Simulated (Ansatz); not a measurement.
# CH4BFS: the cost of one run

All numbers below are computed with Ansatz 0.2.0 (RKS B3LYP/def2-SVP).

### 1 Starting point

Bond lengths: F1–C2 1.385 Å, C2–B3 1.583 Å, B3–S4 1.763 Å, C2–H5 1.098 Å, C2–H6 1.099 Å, B3–H7 1.166 Å, S4–H8 1.329 Å. Angles: F1–C2–B3 113.3°, F1–C2–H5 105.7°, F1–C2–H6 105.7°, B3–C2–H5 112.7°, B3–C2–H6 112.2°, H5–C2–H6 106.7°, C2–B3–S4 117.6°, C2–B3–H7 121.5°, S4–B3–H7 120.9°, B3–S4–H8 98.7°.

Coordinates:

```xyz
8

F    -0.1876    0.7147   -2.0323
C    -0.0907    0.8412   -0.6565
B     0.0432   -0.5474    0.0913
S     0.1144   -0.5240    1.8525
H    -0.9797    1.4059   -0.3461
H     0.7751    1.4940   -0.4786
H     0.0973   -1.5534   -0.4962
H     0.2282   -1.8309    2.0659
```

### 2 End point A

input.yaml

```yaml
crystal:
  periodic: [false, false, false]
  atoms:
    - { symbol: F, position_ang: [-0.18761, 0.71467, -2.03227] }
    - { symbol: C, position_ang: [-0.09075, 0.84121, -0.65655] }
    - { symbol: B, position_ang: [0.04317, -0.54745, 0.0913] }
    - { symbol: S, position_ang: [0.11436, -0.52404, 1.85252] }
    - { symbol: H, position_ang: [-0.97973, 1.40593, -0.34614] }
    - { symbol: H, position_ang: [0.77506, 1.49397, -0.47856] }
    - { symbol: H, position_ang: [0.09725, -1.55338, -0.4962] }
    - { symbol: H, position_ang: [0.22824, -1.83091, 2.0659] }
basis:
  gaussian: { orbitals: def2-SVP }
hamiltonian:
  xc: b3lyp
relax:
  f_tol: 0.015
  max_steps: 40
```

On the command line:

```bash
ansatz run input.yaml --threads 1 --pin off --max-ram 2048MiB --backend cpu --events-out ev --progress --plain --runs-dir out
```

**Question.** How long does this run take on 1 thread of AMD EPYC 9R45 (Zen 5), shared host, and how much memory does it need?

About 8 s, with a peak of 0.16 GiB.
